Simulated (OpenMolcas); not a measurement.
# Hf³⁺ among point charges: CASSCF levels and susceptibility

Aim: the splitting of the states of Hf³⁺ in the field of 5 point charges, its lowest levels with spin-orbit coupling and its magnetic susceptibility.

The numbers are computed with OpenMolcas 26.06 (state-averaged CASSCF, spin-orbit coupling by RASSI with atomic mean-field integrals), except any that are marked as measured or tabulated.

1 further run of the same task is left out (it didn't finish).

## 1. What is computed

```
Species                           : Hf³⁺ (hafnium, Z = 72, 69 electrons)
Basis                             : ANO-RCC-VDZP [7s6p4d2f1g], 68 functions
Scalar Hamiltonian                : DKH2, point nucleus
Inactive shells                   : 1s 2s 2p 3s 3p 3d 4s 4p 4d 4f 5s 5p
Active space                      : 1 electron in 5 orbitals (5d)
Some configurations of this space : 5d
Orbitals                          : optimised for each spin and parity, averaged over all roots
```

The outer shells:

5d
```
5d [↑ ][  ][  ][  ][  ]
```

The ion sits among 5 point charges of -2 e arranged as a square pyramid (C4v), 2.21 Å from the ion, with the axial distance 2.055 Å. The active orbitals were held to one l.

Each step is its own input file, run in one work folder so that later steps find the files of earlier ones. Labels, J, g values, rates, χT and fits are worked out afterwards by a script from the matrices that RASSI stores.

## 2. Basis and integrals

Contents of a.inp:

```
&GATEWAY
Coord
1

Hf 0.0 0.0 0.0
Basis=ANO-RCC-VDZP
Group=NoSym
NoMove
AngMom=0.0 0.0 0.0
AMFI
XField
5 Angstrom 0
2.210000 0.000000 0.000000 -2.000000
0.000000 2.210000 0.000000 -2.000000
-2.210000 0.000000 0.000000 -2.000000
0.000000 -2.210000 0.000000 -2.000000
0.000000 0.000000 2.055300 -2.000000
&SEWARD
```

Run with:

```sh
OMP_NUM_THREADS=1 MOLCAS_MEM=1689 MOLCAS_PROJECT=a pymolcas a.inp > a.log
```

What it wrote:

```text
Basis set label: HF.ANO-RCC...7S6P4D2F1G.

      Electronic valence basis set:
      ------------------
      Associated Effective Charge  72.000000 au
      Associated Actual Charge     72.000000 au
      Nuclear Model: Point charge

      Shell  nPrim  nBasis  Cartesian Spherical Contaminant
         s      24       7        X
         p      21       6        X
         d      15       4                 X
         f      11       2                 X
         g       4       1                 X
                  Relativistic Douglas-Kroll-Hess integrals:
                    - DKH order of Hamiltonian: 2
                    - DKH order of Properties : 0
                  Atomic mean-field integrals
```

## 3. CASSCF: doublets, 5 roots

Contents of a.inp:

```
&RASSCF
FileOrb=start.orb
Symmetry=1
Spin=2
nActEl=1 0 0
Inactive=34
Ras2=5
CIRoot=5 5 1
SDav=5
CIMx=300
Iter=120 100
PrWF=0.3
OrbListing=Nothing
MaxOrb=0
SupSym
1
20 10 11 12 13 14 19 20 21 22 23 35 36 37 38 39 48 49 50 51 52
>>> COPY $Project.JobIph JOB001
```

start.orb holds the contracted functions of the basis, ordered by shell, or the orbitals of the step before.

What it wrote, cut to the lines that bear on the results:

```text
[...]
      Number of active orbitals                  5
[...]
      Spin quantum number                      0.5
[...]
      Active orbitals                            5
[...]
      Number of CSFs                             5
      Number of root(s) required                 5
[...]
      Convergence after  9 iterations
[...]
      Natural orbitals and occupation numbers for root  1
      sym 1:  -0.000000   1.000000  -0.000000   0.000000   0.000000
      Natural orbitals and occupation numbers for root  2
      sym 1:  -0.000000   0.000000   0.000000   1.000000   0.000000
      Natural orbitals and occupation numbers for root  3
      sym 1:   1.000000   0.000000   0.000000   0.000000   0.000000
::    RASSCF root number  1 Total energy: -15069.87212771
::    RASSCF root number  2 Total energy: -15069.87212771
::    RASSCF root number  3 Total energy: -15069.83311620
::    RASSCF root number  4 Total energy: -15069.79889186
::    RASSCF root number  5 Total energy: -15069.73446648
```

## 4. RASSI: spin-orbit coupling between the states

Contents of a.inp:

```
&RASSI
NrOfJobIphs=1 5
1 2 3 4 5
IphNames
JOB001
EJob
SpinOrbit
DIPRint=1.0
SOCoupling=1000.0
Subsets=2
Property=9
'ANGMOM' 1 'ANGMOM' 2 'ANGMOM' 3 'MLTPL  1' 1 'MLTPL  1' 2 'MLTPL  1' 3
'AMFI' 1 'AMFI' 2 'AMFI' 3
SOProperty=3
'ANGMOM' 1 'ANGMOM' 2 'ANGMOM' 3
```

What it wrote, cut to the lines that bear on the results:

```text
SPIN-FREE ENERGIES:
  (Shifted by EMIN (a.u.) =     -15069.8721277107)
 SF State       Relative EMIN(au)   Rel lowest level(eV)    D:o, cm**(-1)      L_eff
     1             0.0000000000        0.0000000000              0.0000         2.0
     2             0.0000000000        0.0000000000              0.0000         2.0
     3             0.0390115134        1.0615573597           8562.0375         2.0
     4             0.0732358529        1.9928490800          16073.4118         2.0
     5             0.1376612345        3.7459530228          30213.1487         2.0
     Dipole printing threshold changed to   1.00000000E+00
[...]
Eigenvalues of complex Hamiltonian:
   -----------------------------------
  (Shifted by EMIN (a.u.) =     -15069.8721277107)
 SO State       Relative EMIN(au)   Rel lowest level(eV)    D:o, cm**(-1)     J-value
     1            -0.0049553109        0.0000000000              0.0000         1.7
     2            -0.0049553109        0.0000000000              0.0000         1.7
     3             0.0023231009        0.1980556743           1597.4267         1.7
     4             0.0023231009        0.1980556743           1597.4267         1.7
     5             0.0390372200        1.1970977519           9655.2445         1.3
     6             0.0390372200        1.1970977519           9655.2445         1.3
     7             0.0746159068        2.1652431386          17463.8637         2.2
     8             0.0746159068        2.1652431386          17463.8637         2.2
     9             0.1388876841        3.9141672961          31569.8883         1.2
    10             0.1388876841        3.9141672961          31569.8883         1.2
Weights of the five most important spin-orbit-free states for each spin-orbit state.
[...]
```

These steps took 2.5 s in all on 1 thread of Intel Xeon Platinum 8488C (Sapphire Rapids), shared host.

Spin-free states:

```
  state  degeneracy  E (cm-1)  free-ion L (%)
doublet           2         0         D (100)
doublet           1      8562         D (100)
doublet           1     16073         D (100)
doublet           1     30213         D (100)
```

With spin-orbit coupling:

| E (cm-1) | Degeneracy | 2S+1 | g |
| --- | --- | --- | --- |
| 0.0 | 2 | 2 | 0.03 0.60 0.60 |
| 1597 | 2 | 2 | 0.24 0.24 3.90 |
| 9655 | 2 | 2 | 1.17 2.33 2.33 |
| 17464 | 2 | 2 | 1.97 2.60 2.60 |
| 31570 | 2 | 2 | 2.10 2.10 2.74 |

Principal g values are given for doublets only; a zero marks a field direction without first-order Zeeman splitting.

Powder χT (cm³ K/mol): 0.02 at 2 K, 0.02 at 5 K, 0.02 at 10 K, 0.03 at 20 K, 0.03 at 50 K, 0.04 at 100 K, 0.05 at 150 K, 0.05 at 200 K, 0.06 at 250 K, 0.07 at 300 K.

Orbitals of the lowest block (energies include the constant potential of the surroundings):

```
shell     space  energy (hartree)  mean occupation  ⟨r²⟩ (bohr²)
   1s  inactive        -2408.2217            2.000      0.000463
   2s  inactive         -415.9694            2.000       0.00755
   2p  inactive         -366.3223            6.000       0.00621
   3s  inactive          -95.8933            2.000        0.0495
   3p  inactive          -80.6864            6.000        0.0500
   3d  inactive          -62.0190           10.000        0.0419
   4s  inactive          -19.3248            2.000         0.248
   4p  inactive          -14.2167            6.000         0.281
   4d  inactive           -7.3621           10.000         0.334
   4f  inactive            0.2475           14.000         0.553
   5s  inactive           -1.5438            2.000          1.49
   5p  inactive           -0.1877            6.000          2.01
   5d      RAS2                              1.000          5.91
```

## 5. Results

| quantity | value |
| --- | --- |
| method | CASSCF |
| spin-free ground state | doublet, 2-fold in its orbital part |
| first state of the same spin within the active space | doublet at 8560 cm⁻¹ |
| lowest level | 2-fold, g = 0.03, 0.60, 0.60 |
| next level | 1597.4 cm⁻¹ |
| χT at 300 K | 0.07 cm³ K/mol |
| effective moment at 300 K | 0.74 μB |

What this shows: The spin-free ground state (doublet) comes to 100 % from free-ion D terms and keeps the highest spin of the shell. χT at 300 K is 0.07, against 0.38 cm³ K/mol for the spin alone, so orbital moment lowers it. The field of point charges can differ much from that of real complexes. This is an electrostatic model: the charges have no orbitals.
